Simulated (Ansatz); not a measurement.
# Hf2N: substituted relatives

The task here is to estimate one member of a computed series from the others.

Method: DFT PBEsol, scalar-relativistic, plane waves, PAW, in Ansatz 0.2.0.

2 further runs of the same task are left out: 2 set aside as unsound or not needed.

## The starting structure

Symmetry: P4_2/mnm, No. 136, tetragonal system. The conventional cell has a = 5.296 Å, b = 5.296 Å, c = 3.227 Å, α = 90.00°, β = 90.00°, γ = 90.00°. Around Hf (site symmetry m2m) lie 3 N at 2.21 to 2.22 Å. N (site symmetry mmm) is surrounded by 6 Hf at 2.21 to 2.22 Å.

As a file:

```
Hf N
1.0
     5.29554    0.00000    0.00000
     0.00000    5.29554    0.00000
     0.00000    0.00000    3.22745
Hf N
4 2
Direct
  0.29546 0.29546 0.00000
  0.70454 0.70454 0.00000
  0.79546 0.20454 0.50000
  0.20454 0.79546 0.50000
  0.00000 0.00000 0.00000
  0.50000 0.50000 0.50000
```

It goes back to an entry of the Materials Project, which need not be the stable form.

This cell was relaxed beforehand with the same method: volume 15.08 Å³/atom, gap on the mesh none (metal).

The first run:

Contents of input.yaml:

```yaml
crystal:
  lattice:
    - [4.1706435947, 0.0, 0.0]
    - [0.0, 4.1706435947, 0.0]
    - [0.0, 0.0, 2.5418639371]
  atoms:
    - { symbol: Si, position: [0.2954633019, 0.2954633019, 0.0] }
    - { symbol: Si, position: [0.7045366981, 0.7045366981, 0.0] }
    - { symbol: Si, position: [0.7954633019, 0.2045366981, 0.5] }
    - { symbol: Si, position: [0.2045366981, 0.7954633019, 0.5] }
    - { symbol: "N", position: [0.0, 0.0, 0.0] }
    - { symbol: "N", position: [0.5, 0.5, 0.5] }
basis:
  ecutwfc: 420
kpoints:
  mp_grid: { grid: [4, 4, 8] }
hamiltonian:
  xc: pbesol
scf:
  occupations: { method: gaussian, width: 0.1 }
output:
  forces: true
  stress: true
  eigenvalues: true
```

On the command line:

```bash
ansatz run input.yaml --threads 1 --pin off --max-ram 2560MiB --backend cpu --events-out ev --progress --plain --runs-dir out
```

Steps of the session up to this table: A first look at the start (Si2N); Rough relaxation on the coarse mesh (Si2N); The relaxation (Si2N).

One table of the session follows, with a row left open; its other results are not shown here.

| swap | volume (Å³/atom) | a (Å) | b (Å) | c (Å) |
| --- | --- | --- | --- | --- |
| none | 15.08 | 5.296 | 5.296 | 3.227 |
| Hf → Zr, N → As | 23.36 | 6.097 | 6.097 | 3.771 |
| N → C | ? | ? | ? | ? |
| Hf → Si | 17.35 | 6.397 | 6.397 | 2.544 |

Q: Estimate the row for N → C from the others.

The run gave: volume (Å³/atom): 16.00; a (Å): 5.373; b (Å): 5.373; c (Å): 3.325. In the column «volume (Å³/atom)» it lies between none (15.08) and Hf → Si (17.35).

Lengths are those of the computed cell. Formation energies count from the elements' standard states in the same functional (gases as molecules), at zero temperature and without zero-point motion. Rows of earlier swaps come from the sessions before.

To keep in mind: Spin-orbit coupling is left out for Hf. The final runs have no spin polarisation, so no magnetic state was tried and one may lie lower.
